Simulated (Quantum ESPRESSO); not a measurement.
# Ag (Fm-3m) in Quantum ESPRESSO: settings compared, part 3 of 3

Quantum ESPRESSO 7.5. The steps go on from the part before.

**4. Phonons, PBE+D3(BJ)**

Input file pw.in:

```
&CONTROL
  calculation = 'scf'
  prefix = 'pwscf'
  outdir = './tmp'
  pseudo_dir = './pseudo'
  tprnfor = .true.
  tstress = .true.
  disk_io = 'low'
/
&SYSTEM
  ibrav = 0
  nat = 3
  ntyp = 1
  ecutwfc = 52
  ecutrho = 312
  nbnd = 24
  occupations = 'smearing'
  smearing = 'mv'
  degauss = 0.01469973
  vdw_corr = 'grimme-d3'
  dftd3_version = 4
  dftd3_threebody = .false.
/
&ELECTRONS
  conv_thr = 6d-10
  electron_maxstep = 120
  mixing_beta = 0.5
/
ATOMIC_SPECIES
Ag   107.8682 Ag.GGA_PBE-JTH.UPF
CELL_PARAMETERS angstrom
   0.0000000000    3.1897100000    3.1897100000
   3.1897100000    0.0000000000    3.1897100000
   3.1897100000    3.1897100000    0.0000000000
ATOMIC_POSITIONS crystal
Ag     0.2500000000    0.2500000000    0.2500000000
Ag     0.7500000000    0.7500000000    0.7500000000
Ag     0.0000000000    0.0000000000    0.0000000000
K_POINTS automatic
7 7 7 0 0 0
```

Input file relax.in:

```
&CONTROL
  calculation = 'vc-relax'
  prefix = 'pwscf'
  outdir = './tmp'
  pseudo_dir = './pseudo'
  tprnfor = .true.
  tstress = .true.
  disk_io = 'low'
  nstep = 40
  forc_conv_thr = 0.0001
  etot_conv_thr = 1d-06
/
&SYSTEM
  ibrav = 0
  nat = 3
  ntyp = 1
  ecutwfc = 52
  ecutrho = 312
  nbnd = 24
  occupations = 'smearing'
  smearing = 'mv'
  degauss = 0.01469973
  vdw_corr = 'grimme-d3'
  dftd3_version = 4
  dftd3_threebody = .false.
/
&ELECTRONS
  conv_thr = 6d-10
  electron_maxstep = 120
  mixing_beta = 0.5
/
&IONS
  ion_dynamics = 'bfgs'
/
&CELL
  cell_dynamics = 'bfgs'
  press = 0
  press_conv_thr = 0.2
/
ATOMIC_SPECIES
Ag   107.8682 Ag.GGA_PBE-JTH.UPF
CELL_PARAMETERS angstrom
   0.0000000000    3.1897100000    3.1897100000
   3.1897100000    0.0000000000    3.1897100000
   3.1897100000    3.1897100000    0.0000000000
ATOMIC_POSITIONS crystal
Ag     0.2500000000    0.2500000000    0.2500000000
Ag     0.7500000000    0.7500000000    0.7500000000
Ag     0.0000000000    0.0000000000    0.0000000000
K_POINTS automatic
7 7 7 0 0 0
```

Input file scf2.in:

```
&CONTROL
  calculation = 'scf'
  prefix = 'pwscf'
  outdir = './tmp'
  pseudo_dir = './pseudo'
  tprnfor = .true.
  tstress = .true.
  disk_io = 'low'
/
&SYSTEM
  ibrav = 0
  nat = 3
  ntyp = 1
  ecutwfc = 52
  ecutrho = 312
  nbnd = 24
  occupations = 'smearing'
  smearing = 'mv'
  degauss = 0.01469973
  vdw_corr = 'grimme-d3'
  dftd3_version = 4
  dftd3_threebody = .false.
/
&ELECTRONS
  conv_thr = 1d-13
  electron_maxstep = 120
  mixing_beta = 0.5
  startingpot = 'file'
  startingwfc = 'file'
/
ATOMIC_SPECIES
Ag   107.8682 Ag.GGA_PBE-JTH.UPF
CELL_PARAMETERS angstrom
   0.0000000000    3.1329557484    3.1329557484
   3.1329557484    0.0000000000    3.1329557484
   3.1329557484    3.1329557484    0.0000000000
ATOMIC_POSITIONS crystal
Ag     0.2500000000    0.2500000000    0.2500000000
Ag     0.7500000000    0.7500000000    0.7500000000
Ag     0.0000000000    0.0000000000    0.0000000000
K_POINTS automatic
7 7 7 0 0 0
```

Input file d3hess.in:

```
&INPUT
  prefix = 'pwscf'
  outdir = './tmp'
  step = 0.001
/
```

Input file ph.in:

```
phonons of Ag
&INPUTPH
  prefix = 'pwscf'
  outdir = './tmp'
  tr2_ph = 1d-18
  fildyn = 'dyn'
  niter_ph = 90
  alpha_mix(1) = 0.4
/
0.0000000000 0.0000000000 0.0000000000
```

Input file dynmat.in:

```
&INPUT
  fildyn = 'dyn'
  asr = 'crystal'
  filout = 'dynmat.disp'
  fileig = 'dynmat.eig'
/
```

Potentials or basis: JTH 2.0 PBE.

Run with:

```
OMP_NUM_THREADS=1 mpirun -n 4 pw.x -nk 4 -in pw.in > pw.out
OMP_NUM_THREADS=1 mpirun -n 4 pw.x -nk 4 -in relax.in > relax.out
OMP_NUM_THREADS=1 mpirun -n 4 pw.x -nk 4 -in scf2.in > scf2.out
OMP_NUM_THREADS=1 mpirun -n 1 d3hess.x -in d3hess.in > d3hess.out
OMP_NUM_THREADS=1 mpirun -n 4 ph.x -nk 4 -in ph.in > ph.out
OMP_NUM_THREADS=1 mpirun -n 1 dynmat.x -in dynmat.in > dynmat.out
```

pw.out:

```text
This program is part of the open-source Quantum ESPRESSO suite
     for quantum simulation of materials; please cite
         "P. Giannozzi et al., J. Phys.:Condens. Matter 21 395502 (2009);
         "P. Giannozzi et al., J. Phys.:Condens. Matter 29 465901 (2017);
         "P. Giannozzi et al., J. Chem. Phys. 152 154105 (2020);
     in publications or presentations arising from this work. More details at

     file Ag.GGA_PBE-JTH.UPF: wavefunction(s)  5S 0S 5P 0P 4D 0D renormalized
     Message from routine setup:
     using ibrav=0 with symmetry is DISCOURAGED, use correct ibrav instead

     K-points division:     npool     =       4
     Subspace diagonalization in iterative solution of the eigenvalue problem:
     a serial algorithm will be used

     G-vector sticks info
     --------------------
     sticks:   dense  smooth     PW     G-vecs:    dense   smooth      PW
     Sum        1555    1039    313                40821    22219    3647

     Using Slab Decomposition

     bravais-lattice index     =            0
     lattice parameter (alat)  =       8.5244  a.u.
     unit-cell volume          =     438.0061 (a.u.)^3
     number of atoms/cell      =            3
     number of atomic types    =            1
     number of electrons       =        33.00
     number of Kohn-Sham states=           24
     kinetic-energy cutoff     =      52.0000  Ry
     charge density cutoff     =     312.0000  Ry
     scf convergence threshold =      6.0E-10
     mixing beta               =       0.5000
     number of iterations used =            8  plain     mixing
     Exchange-correlation= SLA PW PBX PBC
                           (   1   4   3   4   0   0   0)

     celldm(1)=   8.524424  celldm(2)=   0.000000  celldm(3)=   0.000000
     celldm(4)=   0.000000  celldm(5)=   0.000000  celldm(6)=   0.000000

     crystal axes: (cart. coord. in units of alat)
               a(1) = (   0.000000   0.707107   0.707107 )
               a(2) = (   0.707107   0.000000   0.707107 )
               a(3) = (   0.707107   0.707107   0.000000 )

     reciprocal axes: (cart. coord. in units 2 pi/alat)
               b(1) = ( -0.707107  0.707107  0.707107 )
               b(2) = (  0.707107 -0.707107  0.707107 )
               b(3) = (  0.707107  0.707107 -0.707107 )

     PseudoPot. # 1 for Ag read from file:
     Ag.GGA_PBE-JTH.UPF
     Pseudo is Projector augmented-wave + core cor, Zval = 11.0
     Generated using ATOMPAW code
     Shape of augmentation charge: BESSEL
     Using radial grid of 1085 points,  6 beta functions with:
                l(1) =   0
                l(2) =   0
                l(3) =   1
                l(4) =   1
                l(5) =   2
                l(6) =   2
     Q(r) pseudized with 0 coefficients

     atomic species   valence    mass     pseudopotential
     Ag               11.00   107.86820     Ag( 1.00)

     48 Sym. Ops., with inversion, found

   Cartesian axes

     site n.     atom                  positions (alat units)
         1        Ag     tau(   1) = (   0.3535534   0.3535534   0.3535534  )
         2        Ag     tau(   2) = (   1.0606602   1.0606602   1.0606602  )
         3        Ag     tau(   3) = (   0.0000000   0.0000000   0.0000000  )

     --------------------------------------------
     DFT-D3 Dispersion Correction (no 3-body):
     --------------------------------------------
       Reference C6 values for interpolation:

         atom   Coordination number   C6
         Ag         0.000           853.49
         Ag         0.968           537.23

       Values used:

         atom   Coordination number  R0_AB[au]  C6      C8
         Ag         5.623            3.147    537.23  47741.54
         Ag         5.623            3.147    537.23  47741.54
         Ag         6.942            3.147    537.23  47741.54

         Molecular C6 ( Ry / a.u.^6 ) =      4835.03

     number of k points=    20  Marzari-Vanderbilt smearing, width (Ry)=  0.0147
                       cart. coord. in units 2pi/alat
        k(    1) = (   0.0000000   0.0000000   0.0000000), wk =   0.0058309
        k(    2) = (   0.1010153   0.1010153  -0.1010153), wk =   0.0466472
        k(    3) = (   0.2020305   0.2020305  -0.2020305), wk =   0.0466472
        k(    4) = (   0.3030458   0.3030458  -0.3030458), wk =   0.0466472
        k(    5) = (   0.2020305  -0.0000000   0.0000000), wk =   0.0349854
        k(    6) = (   0.3030458   0.1010153  -0.1010153), wk =   0.1399417
[... 12 lines left out ...]
        k(   19) = (  -0.1010153  -0.5050763   0.7071068), wk =   0.1399417
        k(   20) = (   0.0000000  -0.4040610   0.6060915), wk =   0.1399417

     Dense  grid:    40821 G-vectors     FFT dimensions: (  48,  48,  48)

     Smooth grid:    22219 G-vectors     FFT dimensions: (  40,  40,  40)

     Initial potential from superposition of free atoms

     starting charge      32.9986, renormalised to      33.0000
     Starting wfcs are   54 randomized atomic wfcs
     Checking if some PAW data can be deallocated...

     Self-consistent Calculation

     iteration #  1     ecut=    52.00 Ry     beta= 0.50
     Davidson diagonalization with overlap
     ethr =  1.00E-02,  avg # of iterations =  4.0

     Threshold (ethr) on eigenvalues was too large:
     Diagonalizing with lowered threshold

     Davidson diagonalization with overlap
     ethr =  3.52E-04,  avg # of iterations =  1.9

     total energy              =   -1066.07659011 Ry
     estimated scf accuracy    <       0.12161980 Ry
[... 57 lines left out ...]
     iteration # 10     ecut=    52.00 Ry     beta= 0.50
     Davidson diagonalization with overlap
     ethr =  2.14E-12,  avg # of iterations =  2.0

     End of self-consistent calculation

          k = 0.0000 0.0000 0.0000 (  2733 PWs)   bands (ev):

     3.1726   4.0017   4.0017   4.6142   4.6142   4.6142   4.8338   4.8338
     4.8338   6.2586   6.2586   6.4911   6.4911   6.4911   6.5028   6.5028
    16.0165  16.0165  16.0165  16.7073  17.3307  17.3307  17.3307  17.5668

          k = 0.1010 0.1010-0.1010 (  2761 PWs)   bands (ev):
[... 13 lines left out ...]
     4.3348   4.3348   4.3797   4.5067   4.5623   4.5623   5.2818   5.2818
     5.4146   5.6490   5.6490   6.2208   6.2208   6.5793   6.6400   6.6400
     8.5261  14.6738  14.6738  16.3924  16.8973  16.8973  16.9527  22.3190

          k = 0.2020-0.0000 0.0000 (  2758 PWs)   bands (ev):

     3.4750   4.1045   4.1124   4.4561   4.4561   4.5470   4.7658   5.1573
     5.1573   6.1532   6.1598   6.3026   6.3987   6.3987   6.4976   6.5998
    14.3270  14.3270  14.7929  15.4680  17.1512  18.8892  18.9012  18.9012

          k = 0.3030 0.1010-0.1010 (  2770 PWs)   bands (ev):
[... 25 lines left out ...]
     3.7431   4.2070   4.2142   4.3352   4.4331   4.4967   4.9354   5.2451
     5.3253   6.0713   6.0717   6.0801   6.2569   6.3721   6.4880   6.6928
    12.5804  12.9769  16.0773  16.9051  17.0086  17.6488  17.8378  19.1159

          k = 0.4041-0.0000 0.0000 (  2786 PWs)   bands (ev):

     3.9852   4.2939   4.3624   4.3624   4.3886   4.5356   4.7560   5.5525
     5.5525   5.8629   5.9208   6.3502   6.3502   6.4634   6.4860   6.5245
    12.4500  12.4500  12.5432  14.0548  16.1532  20.6603  20.6603  22.1359

          k = 0.5051 0.1010-0.1010 (  2773 PWs)   bands (ev):
[... 7 lines left out ...]
     4.0612   4.2965   4.2977   4.3207   4.7867   4.8761   5.2316   5.2872
     5.6303   5.7413   5.8205   6.1656   6.2317   6.6278   6.7316   8.0697
     8.3558  10.4598  12.3793  15.0294  18.7461  19.8910  20.1596  22.0522

          k = 0.0000-0.4041 0.4041 (  2774 PWs)   bands (ev):

     4.0703   4.3224   4.3625   4.4817   4.5427   4.7217   5.3474   5.4739
     5.4813   5.7778   5.7841   6.1716   6.1833   6.5477   6.7560   6.8235
     9.9351  10.1116  13.4211  15.4804  19.2632  19.3850  19.7424  20.4867

          k = 0.6061-0.0000 0.0000 (  2774 PWs)   bands (ev):

     4.0133   4.0326   4.3476   4.3476   4.7559   4.7899   5.2448   5.4905
     5.5754   5.5754   5.9849   6.2178   6.4768   6.6869   6.6869   7.5272
     9.7096  11.2187  11.2187  13.7772  15.8091  22.7212  22.7212  24.3583

          k =-0.0000-0.6061 0.6061 (  2784 PWs)   bands (ev):

     3.9836   4.1008   4.3151   4.3215   4.9478   4.9699   5.0898   5.2295
     5.6707   5.6920   5.9901   6.1624   6.3366   6.7625   6.7688   8.5304
     8.7398   9.9775  11.3709  14.4255  16.5298  22.2578  22.3910  22.8420

          k = 0.4041 0.2020 0.0000 (  2774 PWs)   bands (ev):

     4.1287   4.2278   4.3030   4.3931   4.4828   4.6304   4.9754   5.5313
     5.6986   5.8149   5.8742   5.9551   6.3132   6.4433   6.4924   6.6901
    11.1509  11.3620  13.2059  16.0948  17.2974  18.1056  20.4813  21.1163

          k =-0.2020-0.4041 0.6061 (  2764 PWs)   bands (ev):
[... 7 lines left out ...]
     4.0460   4.1825   4.2039   4.3798   4.8018   4.9750   5.0845   5.4602
     5.4654   5.8807   5.9130   6.0830   6.3320   6.5727   6.8143   7.7321
     9.8214  10.2396  10.7740  15.5631  16.9838  19.7477  21.9716  23.0351

          k = 0.0000-0.4041 0.6061 (  2777 PWs)   bands (ev):

     4.0493   4.1552   4.3735   4.3898   4.5968   5.1348   5.2058   5.4409
     5.4904   5.7572   5.8546   6.0076   6.3512   6.5468   6.8672   8.3877
     9.2483   9.3326  11.0785  16.4337  18.7534  18.8328  19.6626  22.8208

     the Fermi energy is     9.4019 ev

!    total energy              =   -1066.10606910 Ry
     total all-electron energy =     -1066.106069 Ry
     estimated scf accuracy    <          1.3E-11 Ry
     smearing contrib. (-TS)   =      -0.00015699 Ry
     internal energy E=F+TS    =   -1066.10591211 Ry

     The total energy is F=E-TS. E is the sum of the following terms:
     one-electron contribution =     -35.39346300 Ry
     hartree contribution      =      51.08566256 Ry
     xc contribution           =    -102.54829442 Ry
     ewald contribution        =    -192.12681722 Ry
     DFT-D3 Dispersion         =      -0.10152456 Ry
     one-center paw contrib.   =    -787.02147547 Ry

     convergence has been achieved in  10 iterations

     Forces acting on atoms (cartesian axes, Ry/au):

     atom    1 type  1   force =     0.00000000    0.00000000   -0.00000000
     atom    2 type  1   force =     0.00000000    0.00000000   -0.00000000
     atom    3 type  1   force =    -0.00000000   -0.00000000    0.00000000

     Total force =     0.000000     Total SCF correction =     0.000000

     Computing stress (Cartesian axis) and pressure

          total   stress  (Ry/bohr**3)                   (kbar)     P=      -35.45
  -0.00024097   0.00000000  -0.00000000          -35.45        0.00       -0.00
   0.00000000  -0.00024097  -0.00000000            0.00      -35.45       -0.00
  -0.00000000  -0.00000000  -0.00024097           -0.00       -0.00      -35.45

=------------------------------------------------------------------------------=
   JOB DONE.
=------------------------------------------------------------------------------=
```

It took 4.8 min on 4 MPI ranks of Arm Neoverse V2, shared host; peak memory 0.72 GiB.

Results:

```
Free energy                            : -14505.1516 eV
Relaxed volume                         : 20.50 Å³/atom
Relaxed cell                           : a = 4.431 Å, b = 4.431 Å, c = 4.431 Å, α = 60.00°, β = 60.00°, γ = 60.00°
Space group after relaxing (to 0.05 Å) : Fm-3m (No. 225)
Pressure after relaxing                : 0.0 GPa
Band gap on the k mesh                 : none (metal or under the smearing width)
Highest phonon frequency at Γ          : 176 cm⁻¹
```

The path:
| step | energy change (eV) | largest force (eV/Å) | pressure (GPa) | volume (Å³) |
| --- | --- | --- | --- | --- |
| 1 | 0.0000 | 0.0000 | -3.54 | 64.91 |
| 2 | -0.0220 | 0.0000 | -2.48 | 63.74 |
| 3 | -0.0389 | 0.0000 | -0.62 | 62.02 |
| 4 | -0.0399 | 0.0000 | 0.05 | 61.46 |
| 5 | -0.0399 | 0.0000 | 0.00 | 61.50 |

Final structure:
```yaml
crystal:
  lattice:
    - [0.00000, 3.13296, 3.13296]
    - [3.13296, 0.00000, 3.13296]
    - [3.13296, 3.13296, 0.00000]
  atoms:
    - { symbol: Ag, position: [0.25000, 0.25000, 0.25000] }
    - { symbol: Ag, position: [0.75000, 0.75000, 0.75000] }
    - { symbol: Ag, position: [0.00000, 0.00000, 0.00000] }
```

Phonon frequencies in cm⁻¹ (negative: imaginary):
```tsv
q point	frequencies
(0.000, 0.000, 0.000)	1 1 1 111 111 111 176 176 176
```

Optical modes at Γ, degenerate ones joined:
```tsv
cm⁻¹	components	symmetry	active in
111	3	T2g	Raman
176	3	T1u	IR
```

Caveat: pairwise dispersion overbinds metals, which lowers pressure and volume.

**5. The runs side by side**

| level | gap on the mesh (eV) | pressure (GPa) |
| --- | --- | --- |
| PBE | none | 0.0 |
| PBE+D2 | none | 0.0 |
| PBE+D3(BJ) | none | 0.0 |

Alike in all rows: task phonons; potentials or basis JTH 2.0 PBE; no spin polarisation; cell relaxed; k mesh 7 × 7 × 7; cutoff (eV) 707; smearing cold 0.2 eV.

Caveats: pairwise dispersion overbinds metals, which lowers pressure and volume (some runs).

Absolute energies hang on the potentials; compare differences alone.
